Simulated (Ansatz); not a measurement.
**CH4AlClS2: how energies converge with the basis set**

Aim: see how fast density functionals converge with the basis set for CH4AlClS2.

Program: Ansatz 0.2.0, Gaussian basis. Level of theory: one geometry, several basis sets. These are calculated values, not measurements.

Levels to be run: PBE0-D4/def2-SVP; ωB97M-V/def2-SVP; PBE0-D4/def2-QZVPP; ωB97M-V/def2-QZVPP; the functionals' def2-TZVPP values are taken from earlier runs.

### Step 1. The geometry

An earlier PBE0-D4 in a triple-zeta def2 set relaxation fixed the geometry.

SMILES `S[CH2][Al]([SH])[Cl]`, 9 atoms, charge 0, spin multiplicity 1.

Atoms are counted from 1 here; the program's logs count them from 0.

Bond lengths: S1–C2 1.859 Å, S1–H6 1.344 Å, C2–Al3 1.929 Å, C2–H7 1.086 Å, C2–H8 1.090 Å, Al3–S4 2.179 Å, Al3–Cl5 2.106 Å, S4–H9 1.344 Å. Angles: C2–S1–H6 96.9°, S1–C2–Al3 84.2°, S1–C2–H7 110.7°, S1–C2–H8 104.9°, Al3–C2–H7 126.3°, Al3–C2–H8 115.5°, H7–C2–H8 109.8°, C2–Al3–S4 120.6°, C2–Al3–Cl5 119.5°, S4–Al3–Cl5 119.7°, Al3–S4–H9 92.6°.

### Step 2. PBE0-D4 in def2-SVP

Contents of in.yaml:

```yaml
crystal:
  periodic: [false, false, false]
  atoms:
    - {symbol: S, position_ang: [1.495144, -0.303996, 1.100766]}
    - {symbol: C, position_ang: [0.726860, -1.064929, -0.411335]}
    - {symbol: Al, position_ang: [-0.571691, 0.349467, -0.221649]}
    - {symbol: S, position_ang: [-2.516027, -0.041752, 0.680014]}
    - {symbol: Cl, position_ang: [-0.162981, 2.248142, -1.036831]}
    - {symbol: H, position_ang: [2.103090, 0.719705, 0.476565]}
    - {symbol: H, position_ang: [1.459911, -1.162124, -1.207151]}
    - {symbol: H, position_ang: [0.396254, -2.052929, -0.089836]}
    - {symbol: H, position_ang: [-2.842060, 1.262214, 0.692458]}
basis:
  gaussian: {orbitals: def2-SVP}
hamiltonian: {xc: pbe0, dispersion: d4}
output: {orbitals: {seedname: orbitals}}
```

The run is started by

```
ansatz run in.yaml --threads 4 --pin off --events-out ev --progress --plain --max-ram 10444MiB
```

Further steps of the session: ωB97M-V in def2-SVP; PBE0-D4 in def2-QZVPP; ωB97M-V in def2-QZVPP.

**Question.** What will the summary of the whole plan be? Wanted: PBE0-D4: double and triple zeta above quadruple; ωB97M-V: double and triple zeta above quadruple.

As calculated:

| quantity | value |
| --- | --- |
| PBE0-D4: double and triple zeta above quadruple | 16.69, 1.29 eV |
| ωB97M-V: double and triple zeta above quadruple | 16.57, 1.23 eV |

In words: PBE0-D4 gains 15.41 eV from double to triple zeta, then 1.29 eV more. These are total energies; as a rule much of such shifts cancels in differences, which this series doesn't test. The LUMO of ωB97M-V is positive and keeps falling with the basis (1.53 to 0.75 eV): an unbound level that the basis holds in place.
